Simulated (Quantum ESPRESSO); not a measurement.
TaF3:

```
Ta F
1.0
     3.90120    0.00000    0.00000
     0.00000    3.90120    0.00000
     0.00000    0.00000    3.90120
Ta F
1 3
Direct
  0.00000 0.00000 0.00000
  0.50000 0.00000 0.00000
  0.00000 0.50000 0.00000
  0.00000 0.00000 0.50000
```

```yaml
Program: Quantum ESPRESSO 7.5
Task: phonons
Functional: LDA
Potentials_or_basis: JTH 2.0 LDA
Cutoff: 612 eV
Density_cutoff: 3674 eV
k_mesh: 5 × 5 × 5
Occupations: cold, width 0.272 eV
Spin: no spin polarisation
Form_of_the_LDA_correlation: PW92
Mixing_beta: 0.5
Most_SCF_iterations: 120
SCF_threshold: 8e-10 Ry
Diagonalization: paro
Startingwfc: atomic
```

At Γ the optical frequencies are 223 223 223 254 254 254 727 727 727 cm⁻¹, at a pressure of 14.4 GPa.

Question: How do the modes respond when the cell is scaled evenly, at fixed shape?

Answer: The highest mode has a Grüneisen parameter of 2.08 and moves by +8.0 cm⁻¹ per GPa. 6 of the listed modes soften on compression, the most with -0.93. The pressures give a bulk modulus of about 190 GPa.

Frequencies at 99 % and 101 % of the volume (pressures 16.4 and 12.6 GPa), ions relaxed:
| mode | 99 % (cm⁻¹) | 101 % (cm⁻¹) | Grüneisen parameter |
| --- | --- | --- | --- |
| 4 | 220.8 | 224.9 | -0.93 |
| 5 | 220.8 | 224.9 | -0.93 |
| 6 | 220.8 | 224.9 | -0.93 |
| 7 | 251.4 | 256.0 | -0.91 |
| 8 | 251.4 | 256.0 | -0.91 |
| 9 | 251.4 | 256.0 | -0.91 |
| 10 | 742.3 | 712.1 | 2.08 |
| 11 | 742.3 | 712.1 | 2.08 |
| 12 | 742.3 | 712.1 | 2.08 |

Modes are matched by their order; those that don't vary smoothly over the three volumes are left out.

Caveat: the k mesh is coarse; the mesh is thin for the phonons of a metal; the cell is more than 3 GPa from zero pressure, which shifts response properties; the cutoff is low for these files, which shifts pressure and relaxed volume.
